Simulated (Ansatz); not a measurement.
**CH4In radical (SMILES [CH2][InH2]): functionals against CCSD(T) at one geometry**

The task here is to estimate one member of a computed series from the others.

The runs use Ansatz 0.2.0, Gaussian basis; single points in def2-TZVPP.

Cores are frozen in the correlated methods. Filled d shells of the heavier atoms are correlated. Core potentials replace the inner electrons past krypton, and spin-orbit coupling is left out. Orbitals are unrestricted.

**The system as given**

SMILES `[CH2][InH2]`, 6 atoms, charge 0, spin multiplicity 2.

Atoms are counted from 1 here; the program's logs count them from 0.

Bond lengths: C1–In2 2.156 Å, C1–H3 1.071 Å, C1–H4 1.109 Å, In2–H5 1.717 Å, In2–H6 1.717 Å. Angles: In2–C1–H3 124.2°, In2–C1–H4 121.6°, H3–C1–H4 114.2°, C1–In2–H5 120.9°, C1–In2–H6 121.9°, H5–In2–H6 117.2°.

Coordinates:

```csv
atom,x (Å),y (Å),z (Å)
C1,-0.0846,-1.1754,-0.0084
In2,0.0524,0.9759,0.0239
H3,-0.2560,-1.7800,0.8584
H4,0.0278,-1.7514,-0.9495
H5,0.3582,1.8607,-1.4155
H6,-0.0733,1.8726,1.4833
```

Set-up of the first run:

Contents of run/in.yaml:

```yaml
crystal:
  periodic: [false, false, false]
  atoms:
    - {symbol: C, position_ang: [-0.084600, -1.175400, -0.008400]}
    - {symbol: In, position_ang: [0.052400, 0.975900, 0.023900]}
    - {symbol: H, position_ang: [-0.256000, -1.780000, 0.858400]}
    - {symbol: H, position_ang: [0.027800, -1.751400, -0.949500]}
    - {symbol: H, position_ang: [0.358200, 1.860700, -1.415500]}
    - {symbol: H, position_ang: [-0.073300, 1.872600, 1.483300]}
basis:
  gaussian: {orbitals: def2-TZVPP}
magnetization: {spin_polarized: true, initial_magnetization: 1}
correlation: {method: ccsd_t}
scf: {omitted_lower_state_checks: [cluster_reference]}
output: {forces: true}
```

The command line of these runs was not kept.

Steps of the session up to this table: CCSD(T)/def2-TZVPP; PBE0-D4/def2-TZVPP; wB97M-V/def2-TZVPP; r2SCAN-D4/def2-TZVPP; PBE-D4/def2-TZVPP; B97M-V/def2-TZVPP; CAM-B3LYP-D4/def2-TZVPP.

One table of the session follows, with a row left open; its other results are not shown here.

| method | RMS force component (eV/Å) | angle to CCSD(T) forces (°) | dipole (D) |
| --- | --- | --- | --- |
| CCSD(T) | 0.370 | reference | 0.63 |
| PBE0-D4 | 0.381 | 4.3 | 0.70 |
| wB97M-V | ? | ? | ? |
| r2SCAN-D4 | 0.367 | 2.4 | 0.75 |
| PBE-D4 | 0.382 | 16.5 | 0.81 |
| B97M-V | 0.382 | 18.6 | 0.89 |
| CAM-B3LYP-D4 | 0.375 | 4.6 | 0.67 |

Q: Estimate the row for wB97M-V from the others.

**Answer.** RMS force component (eV/Å): 0.374; angle to CCSD(T) forces (°): 5.3; dipole (D): 0.66. In the column «RMS force component (eV/Å)» it lies between CCSD(T) (0.370) and CAM-B3LYP-D4 (0.375).
